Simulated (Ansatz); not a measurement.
# AlF₂HS: vertical ionisation energy

How much energy removes an electron from AlF₂HS at fixed geometry? The cation is run at each level and the neutral's energy taken from earlier runs.

The runs use Ansatz 0.2.0, Gaussian basis; unrestricted cation, the program's frozen cores in correlated methods.

Plan: UKS PBE-D4/def2-TZVPP; UKS r2SCAN-D4/def2-TZVPP; UKS PBE0-D4/def2-TZVPP; UKS B3LYP-D4/def2-TZVPP; UKS wB97X-V/def2-TZVPP; UKS wB97M-V/def2-TZVPP; UKS B2PLYP/def2-TZVPP; UHF-CCSD(T)/def2-TZVPP; UHF-MP2/def2-QZVPP; extrapolation to the limit; then −ε(HOMO) from the neutral's earlier runs with LDA (SPW92), PBE-D4, revPBE-D4, BLYP-D4, r2SCAN-D4, B97M-V, PBE0-D4, B3LYP-D4, r2SCANh-D4, r2SCAN0-D4, HSE06-D4, BHLYP-D4, CAM-B3LYP-D4, LC-ωPBE, ωB97X-V, ωB97M-V.

## (1) The relaxed structure

The geometry comes from an earlier relaxation with PBE0-D4 in a triple-zeta def2 set; it is a stationary point.

SMILES `[F][Al]([F])[SH]`, 5 atoms, charge 0, spin multiplicity 1.

Atoms are counted from 1 here; the program's logs count them from 0.

Bond lengths: F1–Al2 1.638 Å, Al2–F3 1.635 Å, Al2–S4 2.153 Å, S4–H5 1.346 Å. Angles: F1–Al2–F3 119.3°, F1–Al2–S4 121.0°, F3–Al2–S4 119.7°, Al2–S4–H5 91.6°.

## (2) Cation, UKS PBE-D4/def2-TZVPP

The input, in.yaml:

```yaml
crystal:
  periodic: [false, false, false]
  atoms:
    - {symbol: F, position_ang: [0.892196, 0.387858, 1.495497]}
    - {symbol: Al, position_ang: [0.340259, -0.464678, 0.210979]}
    - {symbol: F, position_ang: [0.820593, -2.015593, 0.014607]}
    - {symbol: S, position_ang: [-1.003416, 0.425729, -1.216034]}
    - {symbol: H, position_ang: [-0.999732, 1.592985, -0.546450]}
basis:
  gaussian: {orbitals: def2-TZVPP}
total_charge: 1
magnetization: {spin_polarized: true, initial_magnetization: 1}
hamiltonian: {xc: pbe, dispersion: d4}
```

The runs that follow: Cation, UKS r2SCAN-D4/def2-TZVPP; Cation, UKS PBE0-D4/def2-TZVPP; Cation, UKS B3LYP-D4/def2-TZVPP; Cation, UKS wB97X-V/def2-TZVPP; Cation, UKS wB97M-V/def2-TZVPP; Cation, UKS B2PLYP (frozen core)/def2-TZVPP; Cation, UHF-CCSD(T)/def2-TZVPP; Cation, UHF-MP2/def2-QZVPP.

Before running them: what should the planned runs give, taken together? Wanted: ionisation energy, CCSD(T)/CBS; nearest functional by difference; nearest −ε(HOMO); −ε(HOMO) of PBE; T1 of the cation.

As calculated:

```
                        quantity                value
  ionisation energy, CCSD(T)/CBS             11.01 eV
nearest functional by difference  B3LYP-D4 (-0.10 eV)
                nearest −ε(HOMO)   LC-ωPBE (+0.09 eV)
                 −ε(HOMO) of PBE              7.11 eV
                T1 of the cation                0.015
```

Energy differences with functionals land within 0.21 eV of the reference. The PBE orbital energy is 3.9 eV too small: a semilocal HOMO is no ionisation energy. Among orbital estimates LC-ωPBE comes nearest. Hartree-Fock falls 1.23 eV short, as the neutral has more correlation energy than the cation. The cation may have settled in a state other than its lowest; no search over hole states beyond the program's own was made.
